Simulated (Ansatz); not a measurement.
# HfSnTeS3: the cost of one run

Computed with Ansatz 0.2.0 (DFT PBE, scalar-relativistic, plane waves, PAW, unless a step's input says otherwise).

2 further runs of the same task are left out: 1 that didn't finish, 1 set aside as unsound or not needed.

## 1. The structure to begin with

The structure is hexagonal, space group P-6m2 (No. 187). Conventional cell: a = 5.782 Å, b = 5.782 Å, c = 5.611 Å, α = 90.00°, β = 90.00°, γ = 120.00°. Hf (site symmetry -6m2) has 6 S at 3.02 Å and 3 Te at 3.34 Å as nearest neighbours. Around Sn (site symmetry -6m2) lie 3 S at 2.22 Å and 2 Te at 2.81 Å. Te (site symmetry -6m2) has 2 Sn at 2.81 Å and 3 Hf at 3.34 Å as nearest neighbours. S (site symmetry mm2) is surrounded by 2 S at 1.94 Å and 1 Sn at 2.22 Å.

As a file:

```
CELL_PARAMETERS angstrom
5.78168 0.00000 0.00000
-2.89084 5.00708 0.00000
0.00000 0.00000 5.61132
ATOMIC_POSITIONS crystal
Hf 0.33333 0.66667 0.50000
Sn 0.00000 0.00000 0.00000
Te 0.00000 0.00000 0.50000
S 0.22159 0.77841 0.00000
S 0.22159 0.44319 0.00000
S 0.55681 0.77841 0.00000
```

A structure generator made this guess: random cell by space group and Wyckoff sites (P-6m2, No. 187). Lengths come from tabulated atomic sizes and are only a guess.

## 2. The guess as it stands, on a coarse mesh

File input.yaml:

```yaml
crystal:
  lattice:
    - [5.78168341, 0.0, 0.0]
    - [-2.89084171, 5.00708471, 0.0]
    - [0.0, 0.0, 5.61132091]
  atoms:
    - { symbol: Hf, position: [0.33333333, 0.66666667, 0.5] }
    - { symbol: Sn, position: [0.0, 0.0, 0.0] }
    - { symbol: Te, position: [0.0, 0.0, 0.5] }
    - { symbol: S, position: [0.22159458, 0.77840542, 0.0] }
    - { symbol: S, position: [0.22159458, 0.44318917, 0.0] }
    - { symbol: S, position: [0.55681083, 0.77840542, 0.0] }
basis:
  ecutwfc: 420
kpoints:
  mp_grid: { grid: [3, 3, 4] }
hamiltonian:
  xc: pbe
scf:
  occupations: { method: gaussian, width: 0.1 }
  lower_state_search: "off"
output:
  forces: true
  stress: true
  eigenvalues: true
```

On the command line:

```console
> ansatz run input.yaml --threads 1 --pin off --max-ram 2560MiB --backend cpu --events-out ev --progress --plain --runs-dir out
```

Q: Estimate wall time and peak memory on 1 thread of Intel Xeon at 2.70GHz, shared host.

About 11 s, with a peak of 0.44 GiB.
